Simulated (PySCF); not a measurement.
# [Bi(NH3)]3+: how settings move a single point

Aim: repeat the single point on relaxed [Bi(NH3)]3+ with altered settings, some of them bad on purpose. The species was built from a template and needn't be a known compound.

The runs use PySCF 2.14.0; BP86, Bi def2-SVP with ECP60, N def2-SVP, H def2-SVP; scalar-relativistic core potentials, no spin–orbit coupling.

1 further run of the same task is left out (for a known fault of the program).

### 1 The starting structure

5 atoms, charge 3, spin multiplicity 1.

Bond lengths: Bi1–N2 2.353 Å, N2–H3 1.065 Å, N2–H4 1.065 Å, N2–H5 1.065 Å. Angles: Bi1–N2–H3 113.1°, Bi1–N2–H4 113.1°, Bi1–N2–H5 113.1°, H3–N2–H4 105.6°, H3–N2–H5 105.6°, H4–N2–H5 105.6°.

Geometry (Å):

```xyz
5
charge 3, multiplicity 1
Bi    0.0000    0.0000   -0.1893
N     0.0000    0.0000    2.1636
H     0.9794    0.0000    2.5814
H    -0.4897    0.8481    2.5814
H    -0.4897   -0.8482    2.5814
```

Formal oxidation states: Bi +3. An earlier session relaxed this geometry at BP86, Bi def2-SVP with ECP60, N def2-SVP, H def2-SVP (singlet, point group C3v).

The sound run used a (50, 194) grid (finer on f atoms), a threshold of 1e-8 and at most 55 cycles, and ended at -269.769023 Eh.

### 2 Altered run 1

The input, run.py (the lines that set the calculation):

```python
mol = gto.M(atom='''
Bi     0.00000     0.00000    -0.18928
N      0.00000     0.00000     2.16359
H      0.97938     0.00004     2.58137
H     -0.48972     0.84815     2.58137
H     -0.48966    -0.84819     2.58137''',
    basis={'Bi': 'def2-SVP', 'N': 'def2-SVP', 'H': 'def2-SVP'},
    ecp={'Bi': 'def2-SVP'},
    charge=3, spin=0)
mf = dft.RKS(mol, xc='B88,P86')
mf.grids.atom_grid = (99, 590)
mf = mf.density_fit()  # fitting sets: Bi def2-universal-JKFIT, N def2-universal-JKFIT, H def2-universal-JKFIT
mf.conv_tol = 1e-08; mf.max_cycle = 55
mf.kernel(dm0)  # dm0: free metal ions and neutral atoms
```

Command:

```
OMP_NUM_THREADS=2 python run.py
```

What it wrote:

```text
init E= -262.57900966881
  HOMO = -1.25614041133706  LUMO = -0.979120797744382  gap/eV = 7.53809
cycle= 1 E= -267.081974801994  delta_E= -4.5  |g|= 3.27  |ddm|= 3.12
  HOMO = -0.718850934493464  LUMO = -0.552462899143243  gap/eV = 4.52765
cycle= 2 E= -259.639989767986  delta_E= 7.44  |g|= 3.08  |ddm|= 5.66
  HOMO = -1.02589958650122  LUMO = -1.02169977174166  gap/eV = 0.11428
cycle= 3 E= -265.880338199231  delta_E= -6.24  |g|= 2.62  |ddm|= 7.19
  HOMO = -1.16731006218854  LUMO = -0.800391721515543  gap/eV = 9.98436
cycle= 4 E= -269.301462871706  delta_E= -3.42  |g|= 1.15  |ddm|= 4.64
  HOMO = -1.0478590978862  LUMO = -0.874808639696588  gap/eV = 4.70894
cycle= 5 E= -269.730931311876  delta_E= -0.429  |g|= 0.396  |ddm|= 1.81
  HOMO = -1.04547649268934  LUMO = -0.88702348119063  gap/eV = 4.31173
cycle= 6 E= -269.75423430209  delta_E= -0.0233  |g|= 0.211  |ddm|= 0.473
  HOMO = -1.03636243864136  LUMO = -0.894975784541986  gap/eV = 3.84733
cycle= 7 E= -269.766996958949  delta_E= -0.0128  |g|= 0.0831  |ddm|= 0.241
  HOMO = -1.02973033206351  LUMO = -0.898680436249974  gap/eV = 3.56605
cycle= 8 E= -269.769051015294  delta_E= -0.00205  |g|= 0.00908  |ddm|= 0.0853
  HOMO = -1.02928997244656  LUMO = -0.898993646966689  gap/eV = 3.54554
cycle= 9 E= -269.769069408707  delta_E= -1.84e-05  |g|= 0.000842  |ddm|= 0.00881
  HOMO = -1.02922539556485  LUMO = -0.899059826466343  gap/eV = 3.54199
cycle= 10 E= -269.769069741942  delta_E= -3.33e-07  |g|= 0.000163  |ddm|= 0.00205
  HOMO = -1.02924235641715  LUMO = -0.899055089744528  gap/eV = 3.54258
cycle= 11 E= -269.769069749308  delta_E= -7.37e-09  |g|= 3.07e-05  |ddm|= 0.000204
  HOMO = -1.029232878844  LUMO = -0.89905901118084  gap/eV = 3.54221
Extra cycle  E= -269.76906974747  delta_E= 1.84e-09  |g|= 8.83e-05  |ddm|= 0.000119
converged SCF energy = -269.76906974747
```

Run time: 3.4 s. Hardware: 2 threads of Arm Neoverse V1, shared host.

Changed: the integration grid, to (99, 590). It converges in 11 cycles, -0.001 eV from the sound run, with a largest force component of 0.00 eV/Å. The result survives the change.

### 3 Altered run 2

Changes to run.py (the lines that set the calculation) since step 2:

```diff
@@ -10,5 +10,5 @@
 mf = dft.RKS(mol, xc='B88,P86')
-mf.grids.atom_grid = (99, 590)
+mf.grids.atom_grid = (50, 194)
 mf = mf.density_fit()  # fitting sets: Bi def2-universal-JKFIT, N def2-universal-JKFIT, H def2-universal-JKFIT
 mf.conv_tol = 1e-08; mf.max_cycle = 55
-mf.kernel(dm0)  # dm0: free metal ions and neutral atoms
+mf.kernel(dm0)  # dm0: smeared density
```

Command:

```
OMP_NUM_THREADS=2 python run.py
```

What it wrote:

```text
init E= -269.733424559879
  HOMO = -1.04360990329817  LUMO = -0.892027061553763  gap/eV = 4.12478
cycle= 1 E= -269.764606185835  delta_E= -0.0312  |g|= 0.114  |ddm|= 0.223
  HOMO = -1.00574352132385  LUMO = -0.908348322610404  gap/eV = 2.65026
cycle= 2 E= -269.733742861912  delta_E= 0.0309  |g|= 0.352  |ddm|= 0.484
  HOMO = -1.02854272410971  LUMO = -0.900640493948685  gap/eV = 3.48040
cycle= 3 E= -269.768949677772  delta_E= -0.0352  |g|= 0.0132  |ddm|= 0.323
  HOMO = -1.02901952608143  LUMO = -0.898764063538184  gap/eV = 3.54443
cycle= 4 E= -269.769022014555  delta_E= -7.23e-05  |g|= 0.00167  |ddm|= 0.0236
  HOMO = -1.02923297082337  LUMO = -0.899050842865623  gap/eV = 3.54244
cycle= 5 E= -269.769022842767  delta_E= -8.28e-07  |g|= 0.000135  |ddm|= 0.00248
  HOMO = -1.02923503168507  LUMO = -0.899058132830718  gap/eV = 3.54229
cycle= 6 E= -269.769022846489  delta_E= -3.72e-09  |g|= 3.24e-05  |ddm|= 0.00013
  HOMO = -1.02924425169255  LUMO = -0.899057561035304  gap/eV = 3.54256
Extra cycle  E= -269.769022845553  delta_E= 9.36e-10  |g|= 6.79e-05  |ddm|= 0.000107
converged SCF energy = -269.769022845553
```

It took 1 s on 2 threads of Arm Neoverse V1, shared host.

Changed: the starting guess (smeared density). It converges in 6 cycles, at the sound run's energy within 0.001 eV, with a largest force component of 0.00 eV/Å. The result survives the change.

### 4 Altered run 3

Changes to run.py (the lines that set the calculation) since step 3:

```diff
@@ -12,3 +12,3 @@
 mf = mf.density_fit()  # fitting sets: Bi def2-universal-JKFIT, N def2-universal-JKFIT, H def2-universal-JKFIT
-mf.conv_tol = 1e-08; mf.max_cycle = 55
-mf.kernel(dm0)  # dm0: smeared density
+mf.conv_tol = 1e-08; mf.max_cycle = 86
+mf.kernel(dm0)  # dm0: core Hamiltonian
```

Command:

```
OMP_NUM_THREADS=2 python run.py
```

What it wrote:

```text
init E= -261.00989546283
  HOMO = -0.590966158681937  LUMO = -0.52169809007143  gap/eV = 1.88488
cycle= 1 E= -264.750794624993  delta_E= -3.74  |g|= 3.94  |ddm|= 14.9
  HOMO = -1.81450728588549  LUMO = -1.4808011528204  gap/eV = 9.08061
cycle= 2 E= -266.33079348537  delta_E= -1.58  |g|= 3.72  |ddm|= 10.9
  HOMO = -1.11490044280601  LUMO = -0.950009314838789  gap/eV = 4.48692
cycle= 3 E= -262.387118779512  delta_E= 3.94  |g|= 2.97  |ddm|= 5.48
  HOMO = -1.1995851683955  LUMO = -0.815714043589482  gap/eV = 10.44567
cycle= 4 E= -269.034974510951  delta_E= -6.65  |g|= 1.63  |ddm|= 5.08
  HOMO = -1.15817070285506  LUMO = -0.841714178861828  gap/eV = 8.61122
cycle= 5 E= -269.542409125077  delta_E= -0.507  |g|= 0.864  |ddm|= 0.881
  HOMO = -1.06615820031322  LUMO = -0.886266166101519  gap/eV = 4.89511
cycle= 6 E= -269.72914681379  delta_E= -0.187  |g|= 0.389  |ddm|= 0.633
  HOMO = -1.0517623820151  LUMO = -0.883312392934308  gap/eV = 4.58376
cycle= 7 E= -269.7491161453  delta_E= -0.02  |g|= 0.255  |ddm|= 0.122
  HOMO = -1.03187515265352  LUMO = -0.893063813452855  gap/eV = 3.77725
cycle= 8 E= -269.767813183014  delta_E= -0.0187  |g|= 0.0601  |ddm|= 0.226
  HOMO = -1.02929967521376  LUMO = -0.898679498299481  gap/eV = 3.55436
cycle= 9 E= -269.769017586604  delta_E= -0.0012  |g|= 0.00404  |ddm|= 0.0683
  HOMO = -1.0292362284115  LUMO = -0.899070054187446  gap/eV = 3.54200
cycle= 10 E= -269.769022655997  delta_E= -5.07e-06  |g|= 0.000709  |ddm|= 0.0082
  HOMO = -1.02925531572067  LUMO = -0.899037685628172  gap/eV = 3.54340
cycle= 11 E= -269.76902282136  delta_E= -1.65e-07  |g|= 0.000246  |ddm|= 0.00179
  HOMO = -1.02923710761936  LUMO = -0.899056570531828  gap/eV = 3.54239
cycle= 12 E= -269.769022846777  delta_E= -2.54e-08  |g|= 6.53e-06  |ddm|= 0.000407
  HOMO = -1.02923838082156  LUMO = -0.899058386546382  gap/eV = 3.54238
cycle= 13 E= -269.76902284679  delta_E= -1.25e-11  |g|= 5.87e-07  |ddm|= 1.1e-05
  HOMO = -1.02923835603771  LUMO = -0.899058270680861  gap/eV = 3.54238
Extra cycle  E= -269.769022846788  delta_E= 1.36e-12  |g|= 4.68e-07  |ddm|= 1.58e-06
converged SCF energy = -269.769022846788
```

Run time: 1.5 s. Hardware: 2 threads of Arm Neoverse V1, shared host.

Changed: the starting guess (bare core Hamiltonian); the cycle limit is 86. It converges in 13 cycles, at the sound run's energy within 0.001 eV, with a largest force component of 0.00 eV/Å. The result survives the change.

### 5 Altered run 4

Changes to run.py (the lines that set the calculation) since step 4:

```diff
@@ -12,3 +12,3 @@
 mf = mf.density_fit()  # fitting sets: Bi def2-universal-JKFIT, N def2-universal-JKFIT, H def2-universal-JKFIT
-mf.conv_tol = 1e-08; mf.max_cycle = 86
-mf.kernel(dm0)  # dm0: core Hamiltonian
+mf.conv_tol = 0.001; mf.max_cycle = 55
+mf.kernel(dm0)  # dm0: free metal ions and neutral atoms
```

Command:

```
OMP_NUM_THREADS=2 python run.py
```

What it wrote:

```text
init E= -262.578960583847
  HOMO = -1.25616297793529  LUMO = -0.979122302321878  gap/eV = 7.53866
cycle= 1 E= -267.081909224269  delta_E= -4.5  |g|= 3.27  |ddm|= 3.12
  HOMO = -0.718860594017373  LUMO = -0.552493120258472  gap/eV = 4.52709
cycle= 2 E= -259.63978699938  delta_E= 7.44  |g|= 3.08  |ddm|= 5.66
  HOMO = -1.02591267600209  LUMO = -1.02171603315197  gap/eV = 0.11420
cycle= 3 E= -265.880292268244  delta_E= -6.24  |g|= 2.62  |ddm|= 7.19
  HOMO = -1.16733754552645  LUMO = -0.80040332274738  gap/eV = 9.98479
cycle= 4 E= -269.301436458713  delta_E= -3.42  |g|= 1.15  |ddm|= 4.64
  HOMO = -1.047855964468  LUMO = -0.874809410113485  gap/eV = 4.70884
cycle= 5 E= -269.730883069892  delta_E= -0.429  |g|= 0.396  |ddm|= 1.81
  HOMO = -1.04547409782802  LUMO = -0.887024721036738  gap/eV = 4.31163
cycle= 6 E= -269.7541881632  delta_E= -0.0233  |g|= 0.211  |ddm|= 0.473
  HOMO = -1.03636023239669  LUMO = -0.894978143211232  gap/eV = 3.84720
cycle= 7 E= -269.766950259682  delta_E= -0.0128  |g|= 0.0831  |ddm|= 0.241
  HOMO = -1.02972888405072  LUMO = -0.898682056401678  gap/eV = 3.56597
cycle= 8 E= -269.76900408323  delta_E= -0.00205  |g|= 0.00908  |ddm|= 0.0853
  HOMO = -1.02928862923764  LUMO = -0.898995120772658  gap/eV = 3.54547
cycle= 9 E= -269.769022509791  delta_E= -1.84e-05  |g|= 0.000843  |ddm|= 0.00881
  HOMO = -1.02910213495287  LUMO = -0.899117869021104  gap/eV = 3.53705
Extra cycle  E= -269.769021977377  delta_E= 5.32e-07  |g|= 0.0016  |ddm|= 0.00395
converged SCF energy = -269.769021977377
```

It took 1.2 s on 2 threads of Arm Neoverse V1, shared host.

Changed: the SCF threshold (0.001). It converges in 9 cycles, at the sound run's energy within 0.001 eV, with a largest force component of 0.01 eV/Å. The result survives the change.

### 6 Altered run 5

The input, run.py (the lines that set the calculation):

```python
mol = gto.M(atom='''
Bi     0.00000     0.00000    -0.21200
N      0.00000     0.00000     2.42322
H      1.09691     0.00004     2.89113
H     -0.54849     0.94993     2.89113
H     -0.54842    -0.94997     2.89113''',
    basis={'Bi': 'def2-SVP', 'N': 'def2-SVP', 'H': 'def2-SVP'},
    ecp={'Bi': 'def2-SVP'},
    charge=3, spin=0)
mf = dft.RKS(mol, xc='B88,P86')
mf.grids.atom_grid = (50, 194)
mf = mf.density_fit()  # fitting sets: Bi def2-universal-JKFIT, N def2-universal-JKFIT, H def2-universal-JKFIT
mf.conv_tol = 1e-08; mf.max_cycle = 55
mf.kernel(dm0)  # dm0: free metal ions and neutral atoms
```

Command:

```
OMP_NUM_THREADS=2 python run.py
```

What it wrote:

```text
init E= -262.574440748734
  HOMO = -1.21516965300449  LUMO = -0.976817331932424  gap/eV = 6.48590
cycle= 1 E= -266.740389813726  delta_E= -4.17  |g|= 3.28  |ddm|= 2.96
  HOMO = -0.637132778029811  LUMO = -0.51267918608767  gap/eV = 3.38655
cycle= 2 E= -259.480799348012  delta_E= 7.26  |g|= 2.87  |ddm|= 5.74
  HOMO = -1.11631598769563  LUMO = -1.10642187741694  gap/eV = 0.26923
cycle= 3 E= -265.10545670014  delta_E= -5.62  |g|= 2.74  |ddm|= 7.22
  HOMO = -1.11299600897539  LUMO = -0.869813601638546  gap/eV = 6.61733
cycle= 4 E= -268.971900050414  delta_E= -3.87  |g|=  1.5  |ddm|= 4.24
  HOMO = -1.05406125332475  LUMO = -0.835720652953689  gap/eV = 5.94135
cycle= 5 E= -269.461731808403  delta_E= -0.49  |g|= 1.01  |ddm|= 1.82
  HOMO = -1.01259620257758  LUMO = -0.861597896982179  gap/eV = 4.10887
cycle= 6 E= -269.643356419805  delta_E= -0.182  |g|= 0.558  |ddm|= 0.567
  HOMO = -0.981656320657128  LUMO = -0.87643644065395  gap/eV = 2.86318
cycle= 7 E= -269.722708746627  delta_E= -0.0794  |g|= 0.213  |ddm|= 0.459
  HOMO = -0.973281137024108  LUMO = -0.88341674676927  gap/eV = 2.44533
cycle= 8 E= -269.734717077316  delta_E= -0.012  |g|= 0.0511  |ddm|= 0.148
  HOMO = -0.96887176817259  LUMO = -0.88645672600941  gap/eV = 2.24263
cycle= 9 E= -269.73547209421  delta_E= -0.000755  |g|= 0.0219  |ddm|= 0.0849
  HOMO = -0.969801970110476  LUMO = -0.885675560911619  gap/eV = 2.28920
cycle= 10 E= -269.735625907074  delta_E= -0.000154  |g|= 0.00205  |ddm|= 0.0222
  HOMO = -0.969973374087466  LUMO = -0.885665422569047  gap/eV = 2.29414
cycle= 11 E= -269.735626944354  delta_E= -1.04e-06  |g|= 0.000224  |ddm|= 0.00236
  HOMO = -0.969964381257036  LUMO = -0.885689690271445  gap/eV = 2.29323
cycle= 12 E= -269.735626964488  delta_E= -2.01e-08  |g|= 5.93e-05  |ddm|= 0.000426
  HOMO = -0.969965971063166  LUMO = -0.885684574010852  gap/eV = 2.29341
cycle= 13 E= -269.735626966119  delta_E= -1.63e-09  |g|= 1.79e-06  |ddm|= 9.27e-05
  HOMO = -0.969966419189431  LUMO = -0.885684491373569  gap/eV = 2.29343
Extra cycle  E= -269.735626966111  delta_E= 8.01e-12  |g|= 6.19e-06  |ddm|= 6.73e-06
converged SCF energy = -269.735626966111
```

Run time: 1.4 s. Hardware: 2 threads of Arm Neoverse V1, shared host.

Changed: the scale of all coordinates (1.12). It converges in 13 cycles, +0.909 eV from the sound run, with a largest force component of 2.71 eV/Å. The setting is unsound, so these numbers aren't the compound's.

### 7 Altered run 6

The input, run.py (the lines that set the calculation):

```python
mol = gto.M(atom='''
Bi     0.00000     0.00000    -0.18928
N      0.00000     0.00000     0.91072
H      0.97938     0.00004     2.58137
H     -0.48972     0.84815     2.58137
H     -0.48966    -0.84819     2.58137''',
    basis={'Bi': 'def2-SVP', 'N': 'def2-SVP', 'H': 'def2-SVP'},
    ecp={'Bi': 'def2-SVP'},
    charge=3, spin=0)
mf = dft.RKS(mol, xc='B88,P86')
mf.grids.atom_grid = (50, 194)
mf = mf.density_fit()  # fitting sets: Bi def2-universal-JKFIT, N def2-universal-JKFIT, H def2-universal-JKFIT
mf.conv_tol = 1e-08; mf.max_cycle = 95
mf.kernel(dm0)  # dm0: free metal ions and neutral atoms
```

Command:

```
OMP_NUM_THREADS=2 python run.py
```

What it wrote:

```text
init E= -262.728720344538
  HOMO = -1.139812002695  LUMO = -1.08551880223445  gap/eV = 1.47739
cycle= 1 E= -264.146016520121  delta_E= -1.42  |g|= 3.74  |ddm|= 5.82
  HOMO = -0.76601256812525  LUMO = -0.67327912239899  gap/eV = 2.52341
cycle= 2 E= -258.812943792802  delta_E= 5.33  |g|= 4.83  |ddm|= 7.99
  HOMO = -1.08885926648775  LUMO = -0.964797425836805  gap/eV = 3.37589
cycle= 3 E= -267.141744793587  delta_E= -8.33  |g|= 0.977  |ddm|= 6.26
  HOMO = -1.01213412716243  LUMO = -0.868047550176092  gap/eV = 3.92080
cycle= 4 E= -267.014050295485  delta_E= 0.128  |g|= 0.988  |ddm|=  3.4
  HOMO = -1.02025064436468  LUMO = -0.852522659951957  gap/eV = 4.56411
cycle= 5 E= -267.457736889063  delta_E= -0.444  |g|= 0.207  |ddm|= 2.56
  HOMO = -1.01682432655718  LUMO = -0.843715197003618  gap/eV = 4.71054
cycle= 6 E= -267.471913816546  delta_E= -0.0142  |g|= 0.0467  |ddm|= 0.424
  HOMO = -1.0153117844516  LUMO = -0.842771294576055  gap/eV = 4.69507
cycle= 7 E= -267.472404568825  delta_E= -0.000491  |g|= 0.00634  |ddm|= 0.113
  HOMO = -1.01584507808375  LUMO = -0.841684767738999  gap/eV = 4.73914
cycle= 8 E= -267.472420082373  delta_E= -1.55e-05  |g|= 0.00463  |ddm|= 0.0273
  HOMO = -1.01551675998442  LUMO = -0.841657152359748  gap/eV = 4.73096
cycle= 9 E= -267.472426851513  delta_E= -6.77e-06  |g|= 0.000408  |ddm|= 0.00779
  HOMO = -1.01554004911465  LUMO = -0.841697508439859  gap/eV = 4.73050
cycle= 10 E= -267.472426882335  delta_E= -3.08e-08  |g|= 0.000155  |ddm|= 0.000651
  HOMO = -1.01553463486362  LUMO = -0.841686631971473  gap/eV = 4.73065
cycle= 11 E= -267.472426887546  delta_E= -5.21e-09  |g|= 2.04e-05  |ddm|= 0.000184
  HOMO = -1.01553398011309  LUMO = -0.841686217394863  gap/eV = 4.73064
Extra cycle  E= -267.47242688719  delta_E= 3.57e-10  |g|= 3.1e-05  |ddm|= 9.66e-05
converged SCF energy = -267.47242688719
```

Run time: 1.4 s. Hardware: 2 threads of Arm Neoverse V1, shared host.

Changed: one atom's place (atom 2 put 1.1 Å from the metal); the cycle limit is 95. It converges in 11 cycles, +62.494 eV from the sound run, with a largest force component of 240.27 eV/Å. The setting is unsound, so these numbers aren't the compound's.

### 8 Results

| run | changed | ending | energy change (eV) | cycles | time | usable |
| --- | --- | --- | --- | --- | --- | --- |
| 1 | the integration grid | converged | -0.001 | 11 | 3.4 s | yes |
| 2 | the starting guess | converged | 0.000 | 6 | 1 s | yes |
| 3 | the starting guess | converged | 0.000 | 13 | 1.5 s | yes |
| 4 | the SCF threshold | converged | 0.000 | 9 | 1.2 s | yes |
| 5 | the scale of all coordinates | converged | +0.909 | 13 | 1.4 s | no |
| 6 | one atom's place | converged | +62.494 | 11 | 1.4 s | no |

4 of 6 altered runs give a usable result. 2 ended normally with numbers unfit to quote.
